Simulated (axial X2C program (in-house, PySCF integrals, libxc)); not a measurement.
# SnC⁻: properties at the nuclei

Aim: properties at the nuclei of SnC⁻, with spin–orbit coupling in the Hamiltonian from the start.

Method: two-component X2C with atomic mean-field terms, Sn dyall-acv3z, C dyall-av3z; program: an in-house X2C program for linear molecules on PySCF integrals.

All values are calculated.

### 1 The job

The input, task.json:

```json
{
 "zs": [
  50,
  6
 ],
 "q": -1,
 "bas": [
  "dyall-acv3z",
  "dyall-av3z"
 ],
 "r0": 1.97,
 "levels": [
  "PBE0",
  "HF",
  "B3LYP",
  "PBE50",
  "TPSSh"
 ],
 "nst": 3
}
```

Keys: zs atomic numbers; q charge; bas basis sets; r0 starting distance in Å; levels methods (HF also brings MP2); nst determinants followed.

Started as:

```bash
> python soeom.py task.json out
```

The runs that follow: Expectation values, lowest determinant; Expectation values, a higher determinant; Expectation values, a higher determinant.

**Question.** What will these runs give? Wanted: lowest determinant; Eeff magnitude; Ws magnitude Sn; A∥/gI Sn; qzz Sn; higher determinant (for each run or level that gives them).

The runs gave:

```
                                        quantity                                                 value
                              lowest determinant               Ω = 1/2 (excess of +ω over −ω: ω = 1/2)
                    Eeff magnitude (GV/cm), PBE0                                                 0.576
                     Ws magnitude Sn (kHz), PBE0                                                 0.936
                            A∥/gI Sn (MHz), PBE0                                                   269
                             qzz Sn (a.u.), PBE0                                                 -0.93
                              higher determinant               Ω = 3/2 (excess of +ω over −ω: ω = 3/2)
Eeff magnitude (GV/cm), PBE0, higher determinant                                                 0.439
 Ws magnitude Sn (kHz), PBE0, higher determinant                                                 0.265
        A∥/gI Sn (MHz), PBE0, higher determinant                                                   269
         qzz Sn (a.u.), PBE0, higher determinant                                                 -6.30
                              higher determinant  Ω = 7/2 (excess of +ω over −ω: ω = 1/2, 2 × ω = 3/2)
Eeff magnitude (GV/cm), PBE0, higher determinant                                                  1.06
 Ws magnitude Sn (kHz), PBE0, higher determinant                                                 0.214
        A∥/gI Sn (MHz), PBE0, higher determinant                                                   125
         qzz Sn (a.u.), PBE0, higher determinant                                                 -1.57
```

What this shows: In the first state, the effective field runs from 0.531 to 1.46 GV/cm over the mean-field levels, so the levels don't agree on it. The expectation values come from single determinants, which for open shells can mix terms of unlike spin or miss the lowest Ω, so a determinant need not be a state. Eeff is the effective electric field on the electron dipole moment in this Ω state and Ws the scalar–pseudoscalar constant (defined with the proton number Z and per Ω); A∥ is the parallel hyperfine constant, which follows by multiplying with the nuclear g factor gI = μI/(I μN); qzz is the electric field gradient, eQq0 = 234.96 MHz × Q/barn × qzz. The operators were transformed with the bare-nucleus X2C matrices.
